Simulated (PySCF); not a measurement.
# C2H5BF2O2: the cost of one run

Computed with PySCF 2.14.0, with density-fitted response routines of our own, on a single molecule in the gas phase. Atoms are numbered from 0 throughout.

**1. Starting geometry**

12 atoms, charge 0, multiplicity 1; geometry from: GFN2-xTB. The atoms were then displaced at random by about 0.01 Å, so the start is not that level's minimum.

Bonds of the start (Å): B0–O1 1.35, O1–C2 1.40, C2–O3 1.38, O3–C4 1.38, C4–F5 1.35, C4–F6 1.34, B0–H7 1.21, B0–H8 1.14, C2–H9 1.08, C2–H10 1.09, C4–H11 1.11.

**2. Relaxing the molecule at PBE0-D3(BJ)/def2-SVP**

What the job is given:

```
{"job": {"xc": "PBE0", "basis": "def2-SVP", "d3": "d3bj", "grid": 1, "shake": 0.01, "kind": "geom"}, "charge": 0, "multiplicity": 1}
B      2.240060    -0.184420     0.070020
O      0.943560    -0.504130    -0.150160
C     -0.010260     0.310160    -0.783300
O     -0.886920     0.817470     0.155650
C     -1.677100    -0.138320     0.763400
F     -2.646580    -0.594090    -0.061570
F     -2.297120     0.435430     1.803130
H      2.675690     0.871210    -0.316120
H      2.853090    -0.953000     0.652550
H     -0.509060    -0.287330    -1.531890
H      0.453110     1.203080    -1.211990
H     -1.098770    -1.004340     1.145390
```

Run with:

```sh
OMP_NUM_THREADS=1 python probes_run.py task.json out
```

This one command runs all jobs of the session in turn.

**Question.** How long does this first job take on 1 thread of Arm Neoverse V2, shared host, and how much memory does it need?

About 63 s, with a peak of 0.51 GiB.
